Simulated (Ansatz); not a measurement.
HfMg3:

```
Hf Mg
1.0
    -2.22635    2.22635    4.48462
     2.22635   -2.22635    4.48462
     2.22635    2.22635   -4.48462
Hf Mg
1 3
Direct
  0.00000 0.00000 0.00000
  0.75000 0.25000 0.50000
  0.25000 0.75000 0.50000
  0.50000 0.50000 0.00000
```

The cell comes from a database or a generator and needn't be the stable form of this composition.

| Item | Value |
| --- | --- |
| Program | Ansatz 0.2.0 |
| Task | single point |
| Functional | PBE |
| Potentials or basis | Ansatz PAW |
| Cutoff | 420 eV (not typed: the program's choice for these potentials) |
| k mesh | 8 × 8 × 8 |
| Occupations | fermi-dirac, width 0.05 eV |
| Spin | no spin polarisation |

On this cell: pressure 0.0 GPa; largest force under 0.003 eV/Å; band gap on the k mesh none (metal or under the smearing width).

The same run follows on a disturbed copy (atoms moved at random, drawn with an rms of 0.05 Å):

```
Hf Mg
1.0
    -2.22635    2.22635    4.48462
     2.22635   -2.22635    4.48462
     2.22635    2.22635   -4.48462
Hf Mg
1 3
Direct
  0.01248 0.01023 0.01838
  0.76546 0.25149 0.52107
  0.25095 0.76518 0.50919
  0.49944 0.49035 0.99218
```

**Question.** What does the disturbed cell give?

**Answer.** The energy (extrapolated to zero smearing) moves by +7.4 meV/atom; pressure 0.1 GPa; largest force 0.363 eV/Å; band gap on the k mesh none (metal or under the smearing width).

Forces on the atoms (eV/Å):
```
Hf  -0.200 -0.152 -0.057
Mg   0.030 -0.222  0.111
Mg  -0.149  0.211 -0.108
Mg   0.319  0.163  0.054
```

Stress tensor (GPa, compression positive):
```
 0.54  0.04 -0.09
 0.04  0.80 -0.28
-0.09 -0.28 -1.02
```
